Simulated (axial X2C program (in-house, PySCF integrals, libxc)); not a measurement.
# All-electron X2C curves of TeSn⁺

Aim: find the lowest determinant of TeSn⁺, scan the bond at several levels and fit the constants, once spin-free and once with spin–orbit coupling.

Computed with an in-house X2C program for linear molecules on PySCF integrals. Level: all-electron X2C, Te dyall-v2z, Sn dyall-v2z.

All values are calculated.

### 1 Input

Contents of task.json:

```json
{
 "zs": [
  52,
  50
 ],
 "q": 1,
 "bas": [
  "dyall-v2z",
  "dyall-v2z"
 ],
 "levels": [
  "PBE0",
  "HF",
  "BLYP",
  "B97-3"
 ],
 "cc": false,
 "r0": 2.58,
 "npts": 10,
 "nst": 2,
 "ntry": 6
}
```

Keys: zs atomic numbers; q charge; bas basis sets; levels methods (HF also brings MP2); cc coupled cluster on or off; r0 starting distance in Å; npts points asked for on the curve; nst determinants followed; ntry starts of the search.

On the command line:

```
$ python so2c.py task.json out
```

Spin-free means the one-electron spin-free X2C Hamiltonian; two-component (2c) means X2C with spin–orbit coupling and atomic mean-field two-electron Coulomb and Gaunt terms. Basis: Te dyall-v2z contracted to [9s9p7d], Sn dyall-v2z contracted to [9s9p7d]; Gaussian nuclei, density fitting. Masses: Te 129.906 u, Sn 119.902 u.

Notation: σ, π±, δ± give the projection m of an orbital's angular momentum (0, ±1, ±2), α and β its spin, Λ and M_S the sums; ω is the projection of a spinor's total angular momentum and Ω the sum. Logs are in hartree.

Further steps of the session: PBE0, spin-free; HF, spin-free; BLYP, spin-free; B97-3, spin-free; A higher determinant, spin-free; PBE0, 2c; HF, 2c; BLYP, 2c; B97-3, 2c; A higher determinant, 2c.

Before running it: what results should come out? Wanted: for each run, Hamiltonian; Re; ωe; De; μ.

As calculated:

Lowest determinant found, spin-free: M_S = 1/2, Λ = 1 (beyond closed shells: π+α, π+β, π-α).

Lowest determinant found, 2c: Ω = 3/2 (unpaired: ω = 3/2).

```tsv
Hamiltonian	level	Re (Å)	ωe (cm⁻¹)	De (eV)	μ (D)
spin-free	PBE0	2.696	213.6	2.82	3.27
spin-free	BLYP	2.759	193.8	3.02	3.05
spin-free	B97-3	2.718	209.1	2.74	3.51
2c	PBE0	2.701	210.4	2.55	3.19
2c	BLYP	2.765	190.0	2.67	2.97
2c	B97-3	2.723	205.5	2.41	3.43
```

Dipoles are positive if Sn is the positive end and refer to the centre of mass. No constants: spin-free HF (the dipole of the solution jumps along the scan, a sign of a change of state); spin-free MP2 (the dipole of the reference jumps along the scan, a sign of a change of state); 2c HF (the dipole of the solution jumps along the scan, a sign of a change of state); 2c MP2 (the dipole of the reference jumps along the scan, a sign of a change of state).

What this shows: At PBE0, going from spin-free to two-component changes Re by +5 mÅ, ωe by -1.5 % and De by -0.27 eV, so spin–orbit coupling matters for this bond. The bond energy falls because the coupling lowers the separated atoms more than the molecule.

De refers to Te + Sn+. Each curve is one determinant whose occupation by symmetry is held fixed; it was picked as the lowest of a PBE0 search that is not exhaustive. Dissociation energies refer to the lowest single-determinant-based atoms at the same level and basis. Density functionals use the spin component along the axis (collinear). At some level an empty orbital lies below a filled one. The spin-free determinant is spin-contaminated at some levels.
